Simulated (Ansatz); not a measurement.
Run this with the Python package of Ansatz (0.2.0) and show what comes out.

`smear_k3cd.py`
```python
'''Smearing width test for K3Cd.'''

import ansatz as az
from pymatgen.core import Lattice, Structure
from pymatgen.io.ase import AseAtomsAdaptor

MESH = (4, 4, 4)


def main() -> None:
    pmg_structure = Structure(
        Lattice([[5.952904, 0.0, 0.0], [0.0, 5.952904, 0.0], [0.0, 0.0, 5.952904]]),
        ['K', 'K', 'K', 'Cd'],
        [
            [0.0, 0.5, 0.5],
            [0.5, 0.0, 0.5],
            [0.5, 0.5, 0.0],
            [0.0, 0.0, 0.0],
        ],
    )
    cell = az.Crystal.from_ase(AseAtomsAdaptor.get_atoms(pmg_structure))

    job = cell.calculation()
    job = job.functional(az.Functional.LDA)
    job = job.pseudopotentials('paw').kpoints(mesh=MESH)

    rows = []
    for value in [0.3, 0.2, 0.1, 0.05]:
        r = job.occupations('cold', width=value).run(threads=1, pin='off').report
        rows.append((value, r['free_energy_ev'] / len(r['lattice']['sites']), r['n_iterations'], r['n_kpoints']))

    print('  width (eV)   F/atom (eV)    iterations      k-points')
    for row in rows:
        print(f'{str(row[0]):>12s}  {row[1]:12.5f}  {row[2]:12d}  {row[3]:12d}')

    # differences from the last row
    for row in rows[:-1]:
        shift = 1000 * (row[1] - rows[-1][1])
        print(f'{row[0]}: {shift:+.2f} meV/atom' + ('  (within 1 meV)' if abs(shift) < 1 else ''))


if __name__ == '__main__':
    main()
```

```console
$ python smear_k3cd.py
DeckWarning: basis.ecutwfc = 420 eV, auto-derived from the records' recommended cutoffs: set by K (normal level)
  width (eV)   F/atom (eV)    iterations      k-points
         0.3   -3151.54974             7            10
         0.2   -3151.54520             7            10
         0.1   -3151.54132             7            10
        0.05   -3151.54014             8            10
0.3: -9.60 meV/atom
0.2: -5.07 meV/atom
0.1: -1.18 meV/atom
```
(Warnings from the package without file and line.)

Going from 0.05 to 0.3 eV changes F by -9.6 meV an atom. This scheme is built to cancel the term in the square of the width, but that needs a smooth density of states and a fine mesh, and here a sizeable shift remains.

Caveats:
- For a metal this k-point mesh is coarse: on a finer one energies can move by several to tens of meV an atom and pressures by half a GPa or more, differences at one mesh by less.
- The free energy holds a sizeable smearing term, which stands for no physical temperature.
- The narrowest width needs the finest mesh, so the last row is no converged reference.
- The structure comes from a database of computed cells and needn't be a stable or known phase.
- Timing: 10 s on 1 thread of Arm Neoverse V1 (shared host), peak memory 0.49 GiB.
